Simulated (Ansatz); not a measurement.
# CH₅ClFNSi: basis-set convergence

An exercise on one series of results from a longer session: the logs are not shown, and one member is left open.

Program: Ansatz 0.2.0, Gaussian basis. Level of theory: one geometry, several basis sets. These are calculated values, not measurements.

Plan: PBE0-D4/def2-SVP; ωB97M-V/def2-SVP; PBE0-D4/def2-QZVPP; ωB97M-V/def2-QZVPP; the functionals' def2-TZVPP values are taken from earlier runs.

## The geometry

The geometry comes from an earlier relaxation with PBE0-D4 in a triple-zeta def2 set; it is a stationary point, not always the lowest conformer.

SMILES `FCN[SiH2]Cl`, 10 atoms, charge 0, spin multiplicity 1.

Atoms are counted from 1 here; the program's logs count them from 0.

Bond lengths: F1–C2 1.392 Å, C2–N3 1.409 Å, C2–H6 1.093 Å, C2–H7 1.093 Å, N3–Si4 1.709 Å, N3–H8 1.008 Å, Si4–Cl5 2.064 Å, Si4–H9 1.477 Å, Si4–H10 1.478 Å. Angles: F1–C2–N3 111.7°, F1–C2–H6 106.1°, F1–C2–H7 106.7°, N3–C2–H6 111.9°, N3–C2–H7 110.4°, H6–C2–H7 109.9°, C2–N3–Si4 125.3°, C2–N3–H8 114.8°, Si4–N3–H8 119.9°, N3–Si4–Cl5 113.0°, N3–Si4–H9 108.2°, N3–Si4–H10 109.0°, Cl5–Si4–H9 106.3°, Cl5–Si4–H10 106.2°, H9–Si4–H10 114.2°.

The first run:

Contents of in.yaml:

```yaml
crystal:
  periodic: [false, false, false]
  atoms:
    - {symbol: F, position_ang: [0.995699, 0.527227, 2.064025]}
    - {symbol: C, position_ang: [-0.106835, 0.650791, 1.222977]}
    - {symbol: N, position_ang: [-0.229949, -0.456360, 0.360114]}
    - {symbol: Si, position_ang: [0.262106, -0.491990, -1.275903]}
    - {symbol: Cl, position_ang: [-1.243710, 0.039901, -2.582831]}
    - {symbol: H, position_ang: [-0.976228, 0.756167, 1.876923]}
    - {symbol: H, position_ang: [0.037958, 1.568203, 0.646697]}
    - {symbol: H, position_ang: [-0.642462, -1.274875, 0.778769]}
    - {symbol: H, position_ang: [1.339014, 0.503016, -1.456495]}
    - {symbol: H, position_ang: [0.647707, -1.873380, -1.631377]}
basis:
  gaussian: {orbitals: def2-SVP}
hamiltonian: {xc: pbe0, dispersion: d4}
output: {orbitals: {seedname: orbitals}}
```

Steps of the session up to this table: PBE0-D4 in def2-SVP; ωB97M-V in def2-SVP; PBE0-D4 in def2-QZVPP; ωB97M-V in def2-QZVPP.

One of the session's tables, all rows but one given; the rest of the session is left out.

It belongs to the step «Density functionals: the series». 

```
functional       basis  HOMO (eV)  LUMO (eV)
   PBE0-D4    def2-SVP      -8.07       0.89
   PBE0-D4  def2-TZVPP      -8.22       0.31
   PBE0-D4  def2-QZVPP      -8.26       0.06
   ωB97M-V    def2-SVP          ?          ?
   ωB97M-V  def2-TZVPP     -10.55       1.92
   ωB97M-V  def2-QZVPP     -10.59       1.35
```

Estimate the missing values for ωB97M-V, def2-SVP.

The run gave: HOMO (eV): -10.38; LUMO (eV): 2.72. In the column «HOMO (eV)» it lies between ωB97M-V, def2-TZVPP (-10.55) and PBE0-D4, def2-QZVPP (-8.26).
